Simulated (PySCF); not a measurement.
# C5H11BN2: electronic excitations

What electronic excitations should C5H11BN2 (`C[N@@H+]1CC[B@@-]1(C)C#N`) show?

The runs use PySCF 2.14.0, with density-fitted response routines of our own; the level of theory stands in each step. All values are computed, except where a source is named. Atoms are numbered from 0 throughout.

## (1) The molecule as given

19 atoms, charge 0, multiplicity 1; geometry from: GFN2-xTB.

Bonds of the start (Å): C0–N1 1.45, N1–C2 1.48, C2–C3 1.53, C3–B4 1.64, B4–C5 1.61, B4–C6 1.55, C6–N7 1.15, B4–N1 1.68, C0–H8 1.09, C0–H9 1.09, C0–H10 1.09, N1–H11 1.02, C2–H12 1.09, C2–H13 1.09, C3–H14 1.09, C3–H15 1.09, C5–H16 1.09, C5–H17 1.09, C5–H18 1.09.

## (2) Ultraviolet spectrum: CAM-B3LYP/def2-SVPD

What the job is given:

```
{"job": {"kind": "uv", "xc": "CAM-B3LYP", "basis": "def2-SVPD", "nstates": 8, "ntriplets": 3}, "charge": 0, "multiplicity": 1}
C     -1.639878    -0.006632     1.112813
N     -0.925606    -0.038259    -0.153437
C     -0.452702    -1.353653    -0.636352
C      0.856163    -0.844790    -1.234861
B      0.643693     0.529171    -0.365786
C      1.437023     0.645708     1.031813
C      0.552308     1.850589    -1.162008
N      0.441002     2.820149    -1.769191
H     -2.561184    -0.593028     1.065020
H     -1.885340     1.022684     1.369476
H     -1.001026    -0.414841     1.893649
H     -1.494884     0.405317    -0.870045
H     -1.160632    -1.846196    -1.308870
H     -0.277353    -1.998909     0.224744
H      0.796116    -0.734246    -2.315642
H      1.712315    -1.473572    -1.009649
H      1.020727     1.410344     1.685963
H      1.455636    -0.292375     1.584139
H      2.473816     0.921789     0.850762
```

Level: TDDFT CAM-B3LYP/def2-SVPD, vertical, gas phase, core orbitals frozen in the response.

The run is started by

```bash
OMP_NUM_THREADS=1 python probes_run.py task.json out
```

The driver reads the jobs from task.json and runs them one after another.

Standard output:

```text
coarse grid: 15464 points
cycle   1  E = -330.9786774392  dE =  1.086e+00  |g| = 5.058e-01  |ddm| = 9.417e+00
cycle   2  E = -330.9623850477  dE =  1.629e-02  |g| = 6.407e-01  |ddm| = 2.132e+00
cycle   3  E = -331.0483327147  dE = -8.595e-02  |g| = 1.360e-01  |ddm| = 1.013e+00
cycle   4  E = -331.0520194760  dE = -3.687e-03  |g| = 5.329e-02  |ddm| = 2.877e-01
cycle   5  E = -331.0526596890  dE = -6.402e-04  |g| = 9.140e-03  |ddm| = 1.045e-01
cycle   6  E = -331.0526773433  dE = -1.765e-05  |g| = 2.635e-03  |ddm| = 2.308e-02
cycle   7  E = -331.0526788173  dE = -1.474e-06  |g| = 8.028e-04  |ddm| = 6.455e-03
final grid: 148328 points
cycle   8  E = -331.1113755080  dE = -5.877e-05  |g| = 4.451e-03  |ddm| = 1.733e-01
cycle   9  E = -331.1113766639  dE = -1.156e-06  |g| = 4.059e-03  |ddm| = 2.660e-02
cycle  10  E = -331.1113806564  dE = -3.992e-06  |g| = 5.833e-04  |ddm| = 8.980e-03
cycle  11  E = -331.1113806999  dE = -4.352e-08  |g| = 4.247e-04  |ddm| = 1.396e-03
cycle  12  E = -331.1113807355  dE = -3.566e-08  |g| = 1.056e-04  |ddm| = 7.246e-04
cycle  13  E = -331.1113807380  dE = -2.482e-09  |g| = 2.218e-05  |ddm| = 1.941e-04
cycle  14  E = -331.1113807381  dE = -1.276e-10  |g| = 7.561e-06  |ddm| = 6.248e-05
converged SCF energy = -331.1113807381

Static polarisability (au): isotropic 82.653, principal 77.638 79.174 91.148

Singlet excitations
state   eV       nm        f      main configurations
  1   6.9090    179.5   0.00693   H->L 0.36, H->L+4 0.24, H->L+1 0.17
  2   7.2217    171.7   0.01373   H->L 0.51, H->L+2 0.16, H->L+4 0.12
  3   7.6105    162.9   0.01532   H-1->L+4 0.15, H->L+1 0.15, H-1->L 0.13
  4   7.9003    156.9   0.02041   H->L+2 0.29, H->L+1 0.14
  5   7.9667    155.6   0.01232   H-1->L 0.61
  6   8.0108    154.8   0.01505   H->L+1 0.20, H->L+4 0.19, H->L+3 0.09
  7   8.1536    152.1   0.03443   H-2->L+4 0.17, H->L+3 0.10, H-2->L 0.09
  8   8.1861    151.5   0.02922   H->L+3 0.29, H->L+2 0.12, H->L+1 0.10

Triplet excitations (Tamm-Dancoff, eV): 6.2063 6.5141 6.7701
```

It took 2.3 min on 1 thread of Arm Neoverse N1, shared host; peak memory 1.2 GiB.

The orbitals next to the gap, with their largest atomic shares:

```
orbital      eV                       atoms
 HOMO−3  -10.74   N7 31 %, C6 25 %, C3 11 %
 HOMO−2  -10.52   N7 36 %, C6 22 %, B4 10 %
 HOMO−1  -10.01   N7 27 %, C6 20 %, C5 12 %
   HOMO   -9.17   C3 26 %, B4 18 %, N7 15 %
   LUMO    0.61  C0 16 %, H11 15 %, B4 14 %
 LUMO+1    1.39  H11 14 %, H10 13 %, C5 7 %
 LUMO+2    1.50  C0 11 %, B4 10 %, H15 10 %
```

With each of the 8 states as a Gaussian band of 0.4 eV half-width at 1/e, the curve within the window shown has maxima at 154 nm (ε 4,300) L/(mol cm). Beyond the last state computed it falls off for lack of states. The curve at chosen wavelengths:

```tsv
nm	ε (L/mol/cm)
146	1716
148	2663
150	3560
152	4169
154	4349
156	4111
158	3591
160	2963
162	2369
164	1886
166	1535
168	1295
170	1131
172	1010
174	904
176	799
178	690
180	577
182	466
184	363
186	273
188	197
190	136
192	91
194	59
196	36
```

Ground-state properties from the same run:

```
           property  computed
  dipole moment (D)      6.74
polarisability (Å³)     12.25
 HOMO–LUMO gap (eV)      9.78
      −ε(HOMO) (eV)      9.17
```

## (3) Results

| quantity | value |
| --- | --- |
| lowest singlet (CAM-B3LYP/def2-SVPD) | 6.91 eV (179 nm), f = 0.007 |
| brightest single state of those computed | state 7, 8.15 eV, f = 0.034 |
| lowest triplet | 6.21 eV |

The lowest singlet, at 6.91 eV, is HOMO→LUMO 0.36, HOMO→LUMO+4 0.24 and is weak; of the 8 states computed, the strongest absorption comes from state 7 at 8.15 eV. The lowest triplet lies 0.70 eV below the lowest singlet (triplets in Tamm-Dancoff, singlets in full TDDFT).
